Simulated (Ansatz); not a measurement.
# CH6BNSi: the cost of one run

Program: Ansatz 0.2.0, Gaussian basis. Level of theory: the settings change from run to run. These are calculated values, not measurements.

**1. The geometry**

The geometry comes from an earlier relaxation with PBE0-D4 in a triple-zeta def2 set; it is a stationary point, not always the lowest conformer.

10 atoms, charge 0, spin multiplicity 1.

Atoms are counted from 1 here; the program's logs count them from 0.

Bond lengths: C1–N2 1.243 Å, C1–H5 1.093 Å, C1–H6 1.093 Å, N2–B3 1.344 Å, B3–Si4 2.017 Å, B3–H7 1.199 Å, Si4–H8 1.491 Å, Si4–H9 1.491 Å, Si4–H10 1.490 Å. Angles: N2–C1–H5 121.3°, N2–C1–H6 121.3°, H5–C1–H6 117.5°, C1–N2–B3 178.3°, N2–B3–Si4 119.1°, N2–B3–H7 118.5°, Si4–B3–H7 122.4°, B3–Si4–H8 110.5°, B3–Si4–H9 110.5°, B3–Si4–H10 112.2°, H8–Si4–H9 107.3°, H8–Si4–H10 108.1°, H9–Si4–H10 108.1°.

Coordinates:

```
C    -0.4517    1.9014   -1.0268
N    -0.5396    0.7057   -0.6967
B    -0.6039   -0.5817   -0.3157
Si    0.7292   -1.2745    1.0298
H     0.1666    2.2120   -1.8723
H    -0.9914    2.6806   -0.4836
H    -1.4565   -1.2768   -0.7916
H     1.5157   -2.4023    0.4534
H     0.0291   -1.7960    2.2383
H     1.6856   -0.2195    1.4680
```

**2. B97/def2-SVPD**

Options: charge +1, multiplicity 2, coordinates scaled by 1.12, high accuracy.

in.yaml

```yaml
crystal:
  periodic: [false, false, false]
  atoms:
    - {symbol: C, position_ang: [-0.505863, 2.129519, -1.150043]}
    - {symbol: N, position_ang: [-0.604335, 0.790414, -0.780291]}
    - {symbol: B, position_ang: [-0.676418, -0.651489, -0.353570]}
    - {symbol: Si, position_ang: [0.816735, -1.427472, 1.153372]}
    - {symbol: H, position_ang: [0.186537, 2.477420, -2.097019]}
    - {symbol: H, position_ang: [-1.110372, 3.002244, -0.541652]}
    - {symbol: H, position_ang: [-1.631259, -1.430007, -0.886564]}
    - {symbol: H, position_ang: [1.697621, -2.690526, 0.507816]}
    - {symbol: H, position_ang: [0.032592, -2.011478, 2.506922]}
    - {symbol: H, position_ang: [1.887835, -0.245857, 1.644167]}
basis:
  gaussian: {orbitals: def2-SVPD}
total_charge: 1
magnetization: {spin_polarized: true, initial_magnetization: 1}
hamiltonian: {xc: {name: B97}}
accuracy: high
output: {forces: true}
```

Run with:

```bash
ansatz run in.yaml --threads 2 --pin off --events-out ev --progress --plain --max-ram 4352MiB
```

**Question.** How long does this run take on 2 threads of Intel Xeon Platinum 8259CL at 2.50GHz, shared host, and how much memory does it need?

About 2.3 min, with a peak of 1.2 GiB.
